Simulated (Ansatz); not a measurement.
# Br: the cost of one run

Program: Ansatz 0.2.0. Level of theory: DFT LDA+D3(BJ), scalar-relativistic, plane waves, PAW. These are calculated values, not measurements.

1 further run of the same task is left out (set aside as unsound or not needed).

### Step 1. The structure to begin with

Symmetry: I4/mmm, No. 139, tetragonal system. The conventional cell has a = 2.763 Å, b = 2.763 Å, c = 6.334 Å, α = 90.00°, β = 90.00°, γ = 90.00°. Br (site symmetry 4/mmm) has 4 Br at 2.76 Å as nearest neighbours.

As a file:

```xyz
1
Lattice="-1.3816 1.3816 3.1670 1.3816 -1.3816 3.1670 1.3816 1.3816 -3.1670" Properties=species:S:1:pos:R:3 pbc="T T T"
Br    0.0000    0.0000    0.0000
```

It goes back to an entry of the Materials Project, which need not be the stable form.

It is the result of an earlier relaxation at this level (volume 24.18 Å³/atom; gap on the mesh: none (metal)).

### Step 2. The scan

The energy is mapped over the lattice constants a and c of the conventional cell.

The axes are (1) lattice constant a (and b): 5 values from 2.680 to 2.846 Å; (2) lattice constant c: 5 values from 5.42 to 7.25 Å.

Nothing else is relaxed (symmetry fixes all fractional coordinates). Energies count from the relaxed crystal. Points are written as (first, second).

### Step 3. The run at (2.680 Å, 5.42 Å)

input.yaml reads:

```yaml
crystal:
  lattice:
    - [-1.34015, 1.34015, 2.71095]
    - [1.34015, -1.34015, 2.71095]
    - [1.34015, 1.34015, -2.71095]
  atoms:
    - { symbol: Br, position: [0.0, 0.0, 0.0] }
basis:
  ecutwfc: 420
kpoints:
  mp_grid: { grid: [22, 22, 22] }
hamiltonian:
  xc: lda
  pseudopotentials: { kind: paw }
  dispersion: d3bj
scf:
  occupations: { method: gaussian, width: 0.15 }
output:
  forces: true
  stress: true
  eigenvalues: true
  write_density: true
  write_potential: true
  elf: true
  volumetric_format: npy
```

Command:

```console
$ ansatz run input.yaml --threads 1 --pin off --max-ram 2048MiB --backend cpu --events-out ev --progress --plain --runs-dir out
```

What time and memory should one allow on 1 thread of Arm Neoverse N1, shared host?

About 23 s, with a peak of 0.39 GiB.
